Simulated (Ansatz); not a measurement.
Relaxation of a periodic cell of 13 atoms, Sc₁₂H (host Sc, host structure hcp, interstitial H), to a largest force component of 0.03 eV/Å in at most 60 steps.

The calculation used Ansatz 0.2.0, DFT LDA, scalar-relativistic, plane waves, PAW. Settings: cutoff 420 eV, k mesh 4x3x4, gaussian smearing 0.05 eV, no spin polarisation.

```xyz
13
Lattice="6.6200 0.0000 0.0000 -4.9650 8.5996 0.0000 0.0000 0.0000 5.2761" Properties=species:S:1:pos:R:3
Sc 0.000 0.000 0.000
Sc 0.000 1.911 2.638
Sc -1.655 2.867 0.000
Sc -1.655 4.778 2.638
Sc -3.310 5.733 0.000
Sc -3.310 7.644 2.638
Sc 3.310 0.000 0.000
Sc 3.310 1.911 2.638
Sc 1.655 2.867 0.000
Sc 1.655 4.778 2.638
Sc 0.000 5.733 0.000
Sc 0.000 7.644 2.638
H -0.006 5.673 2.018
```

Where does it end, and by what steps?

It converged. Limits of this set-up: coarse k mesh, odd electron count without spin. After 4 steps the energy has fallen by 0.035 eV; H13 moved furthest, 0.11 Å.

```csv
step,energy less start (eV),largest force component (eV/Å),accepted
0,0.0000,0.370,yes
1,0.0258,0.866,no
2,-0.0326,0.096,yes
3,-0.0346,0.052,yes
4,-0.0352,0.009,yes
```

```xyz
13
Lattice="6.6200 0.0000 0.0000 -4.9650 8.5996 0.0000 0.0000 0.0000 5.2761" Properties=species:S:1:pos:R:3
Sc 0.000 -0.008 -0.016
Sc 0.004 1.907 2.625
Sc -1.659 2.863 -0.019
Sc -1.665 4.767 2.624
Sc -3.310 5.721 -0.016
Sc -3.312 7.646 2.624
Sc 3.311 -0.011 -0.018
Sc 3.305 1.901 2.623
Sc 1.659 2.864 -0.015
Sc 1.663 4.767 2.627
Sc -0.001 5.727 0.077
Sc -0.001 7.659 2.618
H -0.001 5.734 2.112
```

Time of the run: 50 s on 4 threads of AMD EPYC 7R13 Processor (Zen 3), on a shared host, peak memory 1.2 GiB.
